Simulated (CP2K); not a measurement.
Runs of CP2K 2026.2 on NbTe. Symmetry: Pm-3m, No. 221, cubic system. The conventional cell has a = 3.426 Å, b = 3.426 Å, c = 3.426 Å, α = 90.00°, β = 90.00°, γ = 90.00°. Around Nb (site symmetry m-3m) lie 8 Te at 2.97 Å. Te (site symmetry m-3m) has 8 Nb at 2.97 Å as nearest neighbours. The cell was built by a generator and needn't be a form met in nature.

```tsv
level	potentials or basis	smearing	EPS_DEFAULT	NGRIDS	points a segment of the path (NPOINTS)	bands added on the path	CUTOFF of the grids	gap on the mesh (eV)	pressure (GPa)
LDA	GTH_POTENTIALS Nb GTH-PADE-q13, Te GTH-PADE-q6; TZVP-MOLOPT-PBE-GTH basis	fermi-dirac 0.0259 eV	1.0E-9	4	8	6	450 Ry	none	(a)
PBEsol	POTENTIAL_UZH Nb GTH-PBE-q13, Te GTH-PBE-q6; TZVP-MOLOPT-PBE-GTH basis	fermi-dirac 0.05 eV	1.0E-10	5	10	4	450 Ry	none	-1.2
TB-mBJ	POTENTIAL_UZH Nb GTH-PBE-q13, Te GTH-PBE-q6; TZVP-MOLOPT-PBE-GTH basis	fermi-dirac 0.05 eV	1.0E-9	5	8	4	675 Ry	none	-
r2SCAN	POTENTIAL_UZH Nb GTH-SCAN-q13, Te GTH-SCAN-q6; TZVP-MOLOPT-SCAN-GTH basis	fermi-dirac 0.0259 eV	1.0E-9	4	10	6	675 Ry	none	1.0
```

Alike in all rows: task band structure; no spin polarisation; cell as given; k mesh 8 × 8 × 8.

Problem. Estimate the missing entries.

Solution. (a) -6.3.

Caveats: spin-orbit coupling is left out, which moves the levels of the heavy elements; the basis of atomic orbitals isn't converged, which shifts pressures, moduli and gaps; the potentials were made for another functional, which shifts forces and pressure (some runs); this is a model potential without an energy functional, so only levels have meaning (some runs).

A k mesh can miss the band edges, and the runs leave out spin-orbit coupling on Nb, Te.

A gap of «none» marks a metal or a gap under the smearing width.

Runs at the PBE level aren't shown here.
